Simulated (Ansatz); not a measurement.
A nudged elastic band was laid between two geometries of a periodic cell of 63 atoms, Si$_{62}$C (host Si, host structure diamond, dopant C, one Si atom removed).

Computed with DFT PBE, scalar-relativistic, plane waves, PAW in Ansatz 0.2.0. Settings: PAW set soft_1, cutoff 420 eV, k mesh 1x1x1, fermi-dirac smearing 0.02 eV, no spin polarisation.

```json
{
  "movable images": "5",
  "climbing image": "yes",
  "spring": "5.0 eV/Å²",
  "optimiser": "quadratic models (default)",
  "start path": "IDPP",
  "force threshold": "0.05 eV/Å",
  "iteration limit": "80",
  "end points": "relaxed"
}
```

Image 0:

```xyz
63
Lattice="10.8600 0.0000 0.0000 0.0000 10.8600 0.0000 0.0000 0.0000 10.8600" Properties=species:S:1:pos:R:3
Si 5.412 0.013 0.058
Si 6.787 1.351 1.412
Si 8.155 2.700 -0.003
Si 9.512 4.072 1.366
Si 8.147 -0.075 2.791
Si 9.504 1.345 4.076
Si -0.035 -0.056 0.059
Si 1.356 1.331 1.365
Si 2.718 2.707 0.003
Si 4.095 4.069 1.364
Si 5.483 5.461 0.060
Si 6.893 6.788 1.465
Si 8.148 8.138 0.012
Si 9.498 9.392 1.465
Si 2.662 -0.056 2.756
Si 4.083 1.343 4.061
Si 5.482 2.764 2.756
Si 6.894 4.169 4.081
Si 8.439 5.555 2.849
C 9.890 6.396 3.691
Si 5.423 0.003 5.489
Si 6.764 1.409 6.817
Si 8.148 2.717 5.433
Si 9.499 4.170 6.687
Si 8.091 0.006 8.159
Si 9.520 1.343 9.499
Si 0.016 5.410 -0.005
Si 1.353 6.774 1.367
Si 2.725 8.130 -0.003
Si 4.074 9.499 1.411
Si 0.016 2.702 2.704
Si 1.355 4.071 4.069
Si 2.725 5.409 2.703
Si 4.081 6.782 4.076
Si 5.501 8.140 2.792
Si 6.825 9.462 4.262
Si -0.067 -0.072 5.432
Si 1.311 1.353 6.795
Si 2.725 2.700 5.425
Si 4.072 4.115 6.795
Si 5.497 5.493 5.432
Si 6.813 6.955 6.763
Si 9.328 9.472 6.761
Si 2.663 0.013 8.169
Si 4.067 1.358 9.514
Si 5.411 2.763 8.170
Si 6.787 4.115 9.508
Si 8.147 5.494 8.080
Si 9.503 6.782 9.498
Si -0.129 7.846 2.849
Si 1.257 9.392 4.082
Si -0.128 5.554 5.141
Si 1.255 6.787 6.687
Si 2.708 8.138 5.433
Si 4.017 9.522 6.816
Si -0.035 2.764 8.099
Si 1.357 4.069 9.486
Si 2.661 5.461 8.099
Si 4.082 6.765 9.499
Si 5.420 8.195 8.160
Si 6.765 9.521 9.563
Si -0.070 8.139 8.080
Si 1.310 9.499 9.508
```

Image 6:

Only the atoms that move by more than 0.05 Å are listed.
```
Si2 6.825 1.305 1.408
Si4 9.558 4.061 1.346
Si7 0.003 -0.051 0.001
Si11 5.481 5.427 0.001
Si12 6.857 6.793 1.429
Si14 9.497 9.433 1.429
Si15 2.714 -0.051 2.712
Si17 5.481 2.716 2.712
Si19 8.320 5.457 2.742
C20 7.754 8.536 5.821
Si21 5.433 -0.003 5.440
Si27 0.026 5.404 -0.056
Si30 4.125 9.465 1.408
Si32 1.369 4.061 4.017
Si36 6.915 9.375 4.371
Si37 -0.109 -0.100 5.428
Si38 1.307 1.305 6.750
Si40 4.125 4.123 6.750
Si41 5.530 5.539 5.428
Si42 6.915 7.086 6.660
Si43 9.204 9.375 6.660
Si47 6.825 4.123 9.450
Si48 8.147 5.539 8.045
Si50 -0.027 7.970 2.742
Si52 -0.027 5.457 5.255
Si56 0.003 2.716 8.094
Si58 2.714 5.427 8.094
Si62 -0.109 8.143 8.045
Si63 1.307 9.465 9.450
```

(1) Which bonds break or form, and what moves?

(2) What energy profile does the band end with?

(3) What is the geometry of the highest image?

The band took 20 iterations and about 50 core-minutes.

## Answers

(1) Contacts lost: Si19–C20, C20–Si50, C20–Si52. Contacts made: C20–Si36, C20–Si42, C20–Si43. The atom that moves furthest is C20, by 3.70 Å.

(2) The run converged. The highest image is number 3 of 0 to 6, 2.92 eV above the ends, which have the same energy within 2 meV. Neighbouring images differ by up to 1.4 eV, so the band resolves the path poorly. By the program's own check the climbing image is a first-order saddle point (lowest curvatures found: -3.66 and 0.50 eV/Å²). Limits of this set-up: coarse k mesh.

| image | path coordinate (Å) | energy (eV) | Si19–C20 (Å) | C20–Si50 (Å) | C20–Si52 (Å) |
| --- | --- | --- | --- | --- | --- |
| 0 | 0.00 | 0.00 | 1.88 | 1.88 | 1.88 |
| 1 | 1.24 | 1.44 | 1.86 | 2.28 | 1.87 |
| 2 | 2.48 | 1.80 | 1.91 | 3.63 | 1.90 |
| 3 | 3.72 | 2.92 | 2.38 | 3.54 | 1.97 |
| 4 | 4.97 | 1.79 | 3.74 | 3.96 | 1.93 |
| 5 | 6.22 | 1.41 | 3.84 | 3.96 | 3.26 |
| 6 | 7.47 | 0.00 | 4.39 | 4.39 | 4.39 |

(3) 
```xyz
63
Lattice="10.8600 0.0000 0.0000 0.0000 10.8600 0.0000 0.0000 0.0000 10.8600" Properties=species:S:1:pos:R:3
Si 5.442 -0.017 -0.041
Si 6.788 1.355 1.333
Si 8.175 2.763 0.060
Si 9.461 4.268 1.504
Si 8.160 0.023 2.711
Si 9.514 1.386 4.047
Si 0.000 0.026 0.002
Si 1.344 1.399 1.376
Si 2.747 2.723 0.023
Si 4.049 4.115 1.416
Si 5.478 5.512 0.151
Si 6.931 6.864 1.544
Si 8.133 8.171 -0.030
Si 9.487 9.506 1.334
Si 2.679 -0.018 2.707
Si 3.991 1.463 4.040
Si 5.498 2.778 2.702
Si 6.934 4.194 4.036
Si 8.536 5.985 3.183
C 8.824 6.843 5.380
Si 5.386 0.101 5.398
Si 6.774 1.384 6.786
Si 8.173 2.732 5.434
Si 9.512 3.966 6.919
Si 8.188 -0.146 7.950
Si 9.470 1.299 9.458
Si 0.015 5.429 -0.028
Si 1.401 6.816 1.257
Si 2.793 8.178 -0.105
Si 4.105 9.510 1.376
Si 0.006 2.819 2.728
Si 1.109 4.329 4.156
Si 2.668 5.484 2.761
Si 4.103 6.808 4.091
Si 5.540 8.231 2.849
Si 6.922 9.611 4.242
Si -0.141 -0.184 5.354
Si 1.312 1.207 6.706
Si 2.553 2.805 5.394
Si 4.041 4.048 6.782
Si 5.478 5.385 5.409
Si 7.231 6.585 6.509
Si 9.129 9.037 6.249
Si 2.741 -0.058 8.103
Si 4.042 1.336 9.495
Si 5.423 2.716 8.186
Si 6.712 4.066 9.629
Si 8.137 5.300 8.249
Si 9.476 6.782 9.487
Si -0.142 7.968 2.605
Si 1.242 9.363 3.986
Si -0.444 5.708 5.635
Si 1.312 6.803 6.834
Si 2.683 8.126 5.409
Si 4.120 9.456 6.731
Si 0.075 2.586 8.153
Si 1.366 4.029 9.501
Si 2.751 5.433 8.169
Si 4.234 6.823 9.416
Si 5.678 8.063 7.891
Si 6.780 9.491 9.400
Si -0.141 8.178 8.026
Si 1.290 9.517 9.439
```

Run time: 17 min on 4 threads of Arm Neoverse V1, with other jobs on the host, peak memory 3.8 GiB.
